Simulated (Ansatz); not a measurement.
# Cs3Bi: the cost of one run

Program: Ansatz 0.2.0. Level of theory: DFT, plane waves, PAW, no spin polarisation. These are calculated values, not measurements.

### Step 1. The starting structure

The cell holds 4 atoms (BiCs3): a = 6.619 Å, b = 6.619 Å, c = 6.619 Å, α = 60.00°, β = 60.00°, γ = 60.00°.

As a file:

```cif
data_structure
_symmetry_space_group_name_H-M 'P 1'
_symmetry_Int_Tables_number 1
_cell_length_a 6.6188
_cell_length_b 6.6188
_cell_length_c 6.6188
_cell_angle_alpha 60.000
_cell_angle_beta 60.000
_cell_angle_gamma 60.000
_cell_volume 205.04
loop_
_atom_site_label
_atom_site_type_symbol
_atom_site_fract_x
_atom_site_fract_y
_atom_site_fract_z
_atom_site_occupancy
Cs1 Cs 0.25000 0.25000 0.25000 1
Cs2 Cs 0.75000 0.75000 0.75000 1
Cs3 Cs 0.50000 0.50000 0.50000 1
Bi1 Bi 0.00000 0.00000 0.00000 1
```

### Step 2. Run 1: r2SCAN

Input file input.yaml:

```yaml
crystal:
  lattice:
    - [0.0, 4.6802265268, 4.6802265268]
    - [4.6802265268, 0.0, 4.6802265268]
    - [4.6802265268, 4.6802265268, 0.0]
  atoms:
    - { symbol: Cs, position: [0.25, 0.25, 0.25] }
    - { symbol: Cs, position: [0.75, 0.75, 0.75] }
    - { symbol: Cs, position: [0.5, 0.5, 0.5] }
    - { symbol: Bi, position: [0.0, 0.0, 0.0] }
kpoints:
  mp_grid: { grid: [2, 2, 2] }
hamiltonian:
  xc: r2scan
scf:
  occupations: { method: fermi_dirac, width: 0.069 }
md:
  ensemble: nve
  temperature: 800
  timestep: 2.0
  n_steps: 40
  initial_velocities: maxwell_boltzmann
  seed: 9622
```

On the command line:

```console
$ ansatz run input.yaml --threads 4 --pin off --max-ram 3686MiB --backend cpu --events-out ev --progress --plain --runs-dir out
```

**Question.** How long does this run take on 4 threads of Arm Neoverse N1, shared host, and how much memory does it need?

About 3 min, with a peak of 1.1 GiB.
